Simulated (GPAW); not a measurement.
Runs of GPAW 26.7.0 on Sn3Te. Symmetry: Pm-3m, No. 221, cubic system. The conventional cell has a = 4.866 Å, b = 4.866 Å, c = 4.866 Å, α = 90.00°, β = 90.00°, γ = 90.00°. Te (site symmetry m-3m) has 12 Sn at 3.44 Å as nearest neighbours. Sn (site symmetry 4/mmm) is surrounded by 4 Te at 3.44 Å and 8 Sn at 3.44 Å. The cell comes from a database or a generator and needn't be the stable form of this composition.

```csv
task,level,potentials or basis,cell,optimizer,fmax,max steps,convergence,band path,gap on the mesh (eV),pressure (GPa),relaxed volume (Å³/atom)
single point,PBEsol,"PAW data sets generated in the run's folder for this functional, pw",as given,-,-,-,-,-,none,-2.6,-
relaxation of cell and atoms,PBEsol+D3(BJ)+ATM,"PAW data sets generated in the run's folder for this functional, pw",relaxed,BFGS,0.02 eV/Å,60,density=1e-05 forces=0.0001,-,none,-0.1,26.00
relaxation of cell and atoms,PBEsol+D3(BJ),"PAW data sets generated in the run's folder for this functional, pw",relaxed,BFGS,0.02 eV/Å,60,density=1e-05 forces=0.0001,-,none,-0.1,25.88
relaxation of cell and atoms,PBEsol+D4,"PAW data sets generated in the run's folder for this functional, pw",relaxed,BFGS,0.02 eV/Å,60,density=1e-05 forces=0.0001,-,none,0.0,26.38
band structure,PBEsol,"PAW data sets generated in the run's folder for this functional, pw",as given,-,-,-,-,"GXMGRX,MR",-,-2.6,-
relaxation of cell and atoms,PBEsol,"PAW data sets generated in the run's folder for this functional, pw",relaxed,BFGS,0.02 eV/Å,60,density=1e-05 forces=0.0001,-,none,0.0,(b)
relaxation of cell and atoms,PBEsol+D3,"PAW data sets generated in the run's folder for this functional, pw",relaxed,BFGS,0.02 eV/Å,60,density=1e-05 forces=0.0001,-,none,0.0,(a)
```

Alike in all rows: no spin polarisation; k mesh 6 × 6 × 6; cutoff (eV) 600; smearing fermi-dirac 0.05 eV.

Problem. Estimate the missing entries.

Solution. (a) 26.60; (b) 27.18.

Caveats: later steps reuse the first step's grids (some runs); pairwise dispersion overbinds metals, which lowers pressure and volume (some runs).

A k mesh can miss the band edges, and the runs leave out spin-orbit coupling on Sn, Te.

A gap of «none» marks a metal or a gap under the smearing width.

Not every run made on this cell is shown here.
